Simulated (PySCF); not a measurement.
# One shape, several levels: C4H3F3 (SMILES F/C=C\C=C(F)F)

We compute a comparison of 6 runs (HF/def2-SVP, B3LYP/6-31G*, BLYP/6-31G**, PBE0/def2-SVP, r2SCAN/6-311G**) of C4H3F3. 

Program for the calculation: PySCF 2.14.0.

## Step 1: The structure to begin with

C4H3F3 has 10 atoms, charge 0, and is taken as a singlet. SMILES: `F/C=C\C=C(F)F`. Geometry: relaxed at PBE0-D4/def2-TZVP. This is one conformer, not always the lowest.

Bond lengths: F1–C2 1.338 Å, C2–C3 1.327 Å, C3–C4 1.442 Å, C4–C5 1.325 Å, C5–F6 1.314 Å, C5–F7 1.311 Å, C2–H8 1.082 Å, C3–H9 1.083 Å, C4–H10 1.081 Å. Some angles: F1–C2–C3 122.0°, C2–C3–C4 124.3°, C3–C4–C5 123.1°, C4–C5–F6 125.2°, C4–C5–F7 124.7°, F6–C5–F7 110.1°, F1–C2–H8 112.7°, C3–C2–H8 125.3°, C2–C3–H9 116.6°, C4–C3–H9 119.1°.

## Step 2: Energy and gradient at HF/def2-SVP (run 1)

Contents of job.py:

```python
from pyscf import gto

system = gto.Mole()
system.atom = '''
F      1.078900    -2.271500     0.199100
C      0.294300    -1.541200     0.999200
C     -0.146600    -0.340500     0.645900
C      0.160500     0.300700    -0.608900
C     -0.292700     1.500900    -0.938900
F     -1.064600     2.251600    -0.186400
F     -0.033100     2.111900    -2.069800
H      0.074700    -2.037600     1.935500
H     -0.776600     0.174800     1.360400
H      0.788400    -0.200000    -1.333100
'''
system.verbose = 4
system.max_memory = 1860
system.spin = 0
system.basis = 'def2-svp'
system.build()

mf = system.RHF()
mf.conv_tol = 1e-10
mf.kernel()
if not mf.converged:
    mf = mf.newton().run(mf.mo_coeff, mf.mo_occ)

etot = mf.e_tot
print(f'total energy: {etot:.8f} hartree')
grad = mf.nuc_grad_method().kernel()
dip = mf.dip_moment()
pop, q = mf.mulliken_pop()
```

Command:

```bash
OMP_NUM_THREADS=1 python job.py
```

Standard output:

```text
PySCF version 2.14.0

[... 68 lines left out ...]
converged SCF energy = -451.122213254854
total energy: -451.12221325 hartree
[... 11 lines left out ...]
Dipole moment(X, Y, Z, Debye): -0.45986, -0.48099,  1.39433
[... 124 lines left out ...]
charge of    9H =      0.09286
```

Run time: 10 s. Hardware: 1 thread of Intel Xeon Platinum 8488C (Sapphire Rapids), shared host; peak memory 0.28 GiB.

## Step 3: Energy and gradient at B3LYP/6-31G(d) (spherical functions) (run 2)

Contents of run.py:

```python
from pyscf import gto, dft

mol = gto.M(
    atom='''
F      2.038826    -4.292513     0.376244
C      0.556146    -2.912446     1.888214
C     -0.277034    -0.643452     1.220574
C      0.303301     0.568241    -1.150654
C     -0.553123     2.836290    -1.774264
F     -2.011802     4.254907    -0.352245
F     -0.062550     3.990913    -3.911355
H      0.141163    -3.850506     3.657565
H     -1.467561     0.330324     2.570783
H      1.489860    -0.377945    -2.519194
''',
    basis='6-31g*',
    verbose=3,
    max_memory=1860,
    spin=0,
    unit='bohr',
)

ks = dft.RKS(mol, xc='b3lyp')
ks.conv_tol = 1e-10
ks.grids.level = 5
ks.kernel()
if not ks.converged:
    ks = ks.newton().run(ks.mo_coeff, ks.mo_occ)

e_final = ks.e_tot
print(f'total energy: {e_final:.8f} hartree')
grad = ks.nuc_grad_method().kernel()
ks.analyze()
```

Command:

```bash
OMP_NUM_THREADS=1 python run.py
```

Standard output:

```text
converged SCF energy = -453.686711024188
total energy: -453.68671102 hartree
[... 21 lines left out ...]
MO #13  energy= -0.649780310082122 occ= 2
[... 12 lines left out ...]
MO #26  energy= -0.319386038709318 occ= 2
[... 12 lines left out ...]
MO #39  energy= 0.491634497992609  occ= 0
[... 12 lines left out ...]
MO #52  energy= 0.879910236151978  occ= 0
[... 12 lines left out ...]
MO #65  energy= 1.34313921610662   occ= 0
[... 12 lines left out ...]
MO #78  energy= 1.83050425168492   occ= 0
[... 12 lines left out ...]
MO #91  energy= 2.294471644632     occ= 0
[... 12 lines left out ...]
MO #104 energy= 3.25711082076261   occ= 0
[... 11 lines left out ...]
Dipole moment(X, Y, Z, Debye): -0.36188, -0.22167,  0.93776
```

Run time: 35 s. Hardware: 1 thread of Intel Xeon Platinum 8488C (Sapphire Rapids), shared host; peak memory 1 GiB.

## Step 4: Energy and forces at B3LYP/6-31G(d) (Cartesian functions) (run 3)

Contents of calc.py:

```python
import pyscf.grad
from pyscf import gto, dft

mol = gto.Mole()
mol.atom = '''
F      1.078900    -2.271500     0.199100
C      0.294300    -1.541200     0.999200
C     -0.146600    -0.340500     0.645900
C      0.160500     0.300700    -0.608900
C     -0.292700     1.500900    -0.938900
F     -1.064600     2.251600    -0.186400
F     -0.033100     2.111900    -2.069800
H      0.074700    -2.037600     1.935500
H     -0.776600     0.174800     1.360400
H      0.788400    -0.200000    -1.333100
'''
mol.cart = True
mol.max_memory = 1860
mol.spin = 0
mol.basis = '6-31g*'
mol.verbose = 4
mol.build()

mf = dft.RKS(mol, xc='b3lyp')
mf.conv_tol = 1e-10
mf.grids.level = 5
mf.kernel()
if not mf.converged:
    mf = mf.newton().run(mf.mo_coeff, mf.mo_occ)

etot = mf.e_tot
print(f'total energy: {etot:.8f} hartree')
grad = mf.Gradients().kernel()
mf.analyze()
```

Command:

```bash
OMP_NUM_THREADS=1 python calc.py
```

Standard output:

```text
PySCF version 2.14.0

[... 100 lines left out ...]
Two-electron Coulomb Energy =          504.629318176357799
[... 15 lines left out ...]
MO #13  energy= -0.650067118490438 occ= 2
[... 13 lines left out ...]
MO #27  energy= -0.222206732565089 occ= 2
[... 13 lines left out ...]
MO #41  energy= 0.507486902214837  occ= 0
[... 13 lines left out ...]
MO #55  energy= 1.02792975918307   occ= 0
[... 13 lines left out ...]
MO #69  energy= 1.48486634852418   occ= 0
[... 13 lines left out ...]
MO #83  energy= 1.97436320588523   occ= 0
[... 13 lines left out ...]
MO #97  energy= 2.65053325659979   occ= 0
[... 13 lines left out ...]
MO #111 energy= 5.32996745085306   occ= 0
[... 124 lines left out ...]
Dipole moment(X, Y, Z, Debye): -0.36306, -0.22056,  0.93895
```

Run time: 38 s. Hardware: 1 thread of Intel Xeon Platinum 8488C (Sapphire Rapids), shared host; peak memory 1.1 GiB.

Runs 4 to 5 aren't shown in full; the table further down has their settings and results.

## Step 5: Energy and gradient at r2SCAN/6-311G(d,p) (run 6)

Contents of job.py:

```python
from pyscf import gto, dft

mol = gto.Mole()
mol.atom = [
    ('F', (1.078900, -2.271500, 0.199100)),
    ('C', (0.294300, -1.541200, 0.999200)),
    ('C', (-0.146600, -0.340500, 0.645900)),
    ('C', (0.160500, 0.300700, -0.608900)),
    ('C', (-0.292700, 1.500900, -0.938900)),
    ('F', (-1.064600, 2.251600, -0.186400)),
    ('F', (-0.033100, 2.111900, -2.069800)),
    ('H', (0.074700, -2.037600, 1.935500)),
    ('H', (-0.776600, 0.174800, 1.360400)),
    ('H', (0.788400, -0.200000, -1.333100)),
]
mol.verbose = 4
mol.basis = '6-311g**'
mol.max_memory = 1860
mol.build()

mf = dft.RKS(mol)
mf.xc = 'r2scan'
mf.grids.level = 5
mf.conv_tol = 1e-10
mf.kernel()
if not mf.converged:
    mf = mf.newton().run(mf.mo_coeff, mf.mo_occ)

e_final = mf.e_tot
print('E(%s) = %.9f' % ('R2SCAN', e_final))
grad = mf.nuc_grad_method().kernel()
mf.analyze()
```

Command:

```bash
OMP_NUM_THREADS=1 python job.py
```

Standard output:

```text
PySCF version 2.14.0

[... 107 lines left out ...]
DFT Exchange-Correlation Energy =      -54.067127334657592
[... 19 lines left out ...]
MO #18  energy= -0.467619244057959 occ= 2
[... 17 lines left out ...]
MO #36  energy= 0.25255502912659   occ= 0
[... 17 lines left out ...]
MO #54  energy= 0.752673719132966  occ= 0
[... 17 lines left out ...]
MO #72  energy= 1.33841835292579   occ= 0
[... 17 lines left out ...]
MO #90  energy= 2.13171012955148   occ= 0
[... 17 lines left out ...]
MO #108 energy= 3.21897378916684   occ= 0
[... 17 lines left out ...]
MO #126 energy= 4.70419775173359   occ= 0
[... 17 lines left out ...]
MO #144 energy= 66.8773137627018   occ= 0
[... 157 lines left out ...]
Dipole moment(X, Y, Z, Debye): -0.38745, -0.21017,  0.97636
```

Wall time 90 s (1 thread of Intel Xeon Platinum 8488C (Sapphire Rapids), shared host); peak memory 1.6 GiB.

## Step 6: All runs side by side

| run | level | integration grid | Cartesian functions | energy (Eh) | dipole moment (D) | HOMO energy (eV) | LUMO energy (eV) | wall time |
| --- | --- | --- | --- | --- | --- | --- | --- | --- |
| 1 | HF/def2-SVP | – | no | -451.122213 | 1.54 | -9.20 | 3.25 | 10 s |
| 2 | B3LYP/6-31G* (spherical functions) | 5 | no | -453.686711 | 1.03 | -6.04 | -0.38 | 35 s |
| 3 | B3LYP/6-31G* (Cartesian functions) | 5 | yes | -453.692473 | 1.03 | -6.05 | -0.39 | 38 s |
| 4 | BLYP/6-31G** (spherical functions) | 5 | no | -453.600166 | 0.84 | -4.87 | -0.87 | 41 s |
| 5 | PBE0/def2-SVP | 5 | no | -452.897837 | 1.13 | -6.61 | -0.54 | 40 s |
| 6 | r2SCAN/6-311G** | 5 | no | -453.619654 | 1.07 | -5.67 | -1.31 | 90 s |

## Step 7: What came out

```
                       quantity          value
            run 6: total energy  -453.61965 Eh
           run 6: dipole moment         1.07 D
             run 6: HOMO energy       -5.67 eV
             run 6: LUMO energy       -1.31 eV
           run 6: HOMO–LUMO gap        4.36 eV
run 6: largest force on an atom     0.508 eV/Å
```

What this shows: The dipole moment (its size) runs from 0.84 D (BLYP/6-31G**) to 1.54 D (HF/def2-SVP). The two ends differ in method and basis. The HOMO–LUMO gap runs from 4.00 eV (BLYP/6-31G**) to 12.45 eV (HF/def2-SVP). Totals of different functionals can't be ranked against each other. All runs together took 4.2 min, the longest 90 s.
